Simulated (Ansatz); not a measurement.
**CH₅BGeO₂: basis-set convergence**

Aim: see how fast density functionals converge with the basis set for CH₅BGeO₂.

Program: Ansatz 0.2.0, Gaussian basis. Level of theory: one geometry, several basis sets. These are calculated values, not measurements.

The runs, in order: PBE0-D4/def2-SVP; ωB97M-V/def2-SVP; PBE0-D4/def2-QZVPP; ωB97M-V/def2-QZVPP; the functionals' def2-TZVPP values are taken from earlier runs.

## (1) Structure used throughout

An earlier PBE0-D4 in a triple-zeta def2 set relaxation fixed the geometry.

SMILES `BO[C](=O)[GeH3]`, 10 atoms, charge 0, spin multiplicity 1.

Atoms are counted from 1 here; the program's logs count them from 0.

Bond lengths: B1–O2 1.368 Å, B1–H6 1.193 Å, B1–H7 1.193 Å, O2–C3 1.379 Å, C3–O4 1.189 Å, C3–Ge5 1.996 Å, Ge5–H8 1.532 Å, Ge5–H9 1.533 Å, Ge5–H10 1.529 Å. Angles: O2–B1–H6 115.6°, O2–B1–H7 120.2°, H6–B1–H7 124.2°, B1–O2–C3 122.5°, O2–C3–O4 122.5°, O2–C3–Ge5 111.5°, O4–C3–Ge5 126.0°, C3–Ge5–H8 108.1°, C3–Ge5–H9 108.0°, C3–Ge5–H10 107.4°, H8–Ge5–H9 110.1°, H8–Ge5–H10 111.6°, H9–Ge5–H10 111.5°.

Coordinates:

```
B    -1.1729    1.3119   -1.3324
O    -0.8896    0.2997   -0.4576
C     0.3363   -0.3300   -0.4254
O     0.9984   -0.4910   -1.4000
Ge    0.7807   -0.9692    1.4127
H    -2.3059    1.6849   -1.3392
H    -0.3057    1.7919   -1.9955
H    -0.3048   -1.9590    1.8487
H     0.7915    0.2461    2.3473
H     2.1551   -1.6365    1.3445
```

## (2) PBE0-D4 in def2-SVP

in.yaml

```yaml
crystal:
  periodic: [false, false, false]
  atoms:
    - {symbol: B, position_ang: [-1.172902, 1.311905, -1.332433]}
    - {symbol: O, position_ang: [-0.889617, 0.299703, -0.457632]}
    - {symbol: C, position_ang: [0.336306, -0.329953, -0.425418]}
    - {symbol: O, position_ang: [0.998421, -0.491019, -1.399966]}
    - {symbol: Ge, position_ang: [0.780673, -0.969210, 1.412652]}
    - {symbol: H, position_ang: [-2.305944, 1.684914, -1.339186]}
    - {symbol: H, position_ang: [-0.305676, 1.791900, -1.995462]}
    - {symbol: H, position_ang: [-0.304800, -1.958969, 1.848662]}
    - {symbol: H, position_ang: [0.791482, 0.246083, 2.347315]}
    - {symbol: H, position_ang: [2.155056, -1.636454, 1.344466]}
basis:
  gaussian: {orbitals: def2-SVP}
hamiltonian: {xc: pbe0, dispersion: d4}
output: {orbitals: {seedname: orbitals}}
```

The runs that follow: ωB97M-V in def2-SVP; PBE0-D4 in def2-QZVPP; ωB97M-V in def2-QZVPP.

Q: Predict the results of all the runs planned. Wanted: PBE0-D4: double and triple zeta above quadruple; ωB97M-V: double and triple zeta above quadruple.

The runs gave:

```
                                       quantity           value
PBE0-D4: double and triple zeta above quadruple  15.44, 1.55 eV
ωB97M-V: double and triple zeta above quadruple  15.59, 1.50 eV
```

**Reading.** PBE0-D4 gains 13.89 eV from double to triple zeta, then 1.55 eV more. These are total energies; as a rule much of such shifts cancels in differences, which this series doesn't test.
